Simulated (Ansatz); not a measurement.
What does this script print? It uses Ansatz 0.2.0 through its Python package.

`ge.py`
```python
"""Keys set on an Input object, for Ge."""

import ansatz as az
import pandas as pd

lattice = az.Lattice.of(
    (3.99758584, 0.0, 0.0),
    (-1.99879292, 3.46201089, 0.0),
    (0.0, 0.0, 6.59937795),
)
sites = [
    ("Ge", (2 / 3, 1 / 3, 0.06290125)),
    ("Ge", (1 / 3, 2 / 3, 0.56290125)),
    ("Ge", (2 / 3, 1 / 3, 0.43709875)),
    ("Ge", (1 / 3, 2 / 3, 0.93709875)),
]
xtal = az.Crystal(lattice=lattice)
for symbol, position in sites:
    xtal = xtal.atom(symbol, position)

calc = xtal.calculation()
calc = calc.basis(34 * az.Ry)
calc = calc.functional("pbesol")
calc = calc.kpoints(mesh=(6, 6, 3))
calc = calc.occupations(az.OccupationsMethod.FERMI_DIRAC, width=0.05)
calc = calc.band_table()
typed = calc.input()
rows = []
for value in [2, 5, 10]:
    edited = typed.set(az.key.scf.mixing.ndim, value)
    r = az.Session.from_dict(edited).plan().execute().report
    rows.append((value, r["free_energy_ev"], r["n_iterations"], len(r["eigenvalues_ev"][0]) if "eigenvalues_ev" in r else 0))
print(pd.DataFrame(rows, columns=["history", "F eV", "iterations", "bands listed"]).round(4).to_string(index=False))
```

```console
$ python ge.py
 history        F eV  iterations  bands listed
       2 -17013.8711           7            34
       5 -17013.8711           7            34
      10 -17013.8711           7            34
```

Notes:
- Absolute energies stand on the zero of these potentials, so only differences at equal settings mean something. A total without «per atom» is that of the cell as typed.
- This isn't the structure that Ge takes at ambient conditions.
- Hardware and time: 8.2 s on 1 thread of Arm Neoverse V1 (shared host), peak memory 0.45 GiB.

(Lines on the test bed's own set-up are left out of the output.)
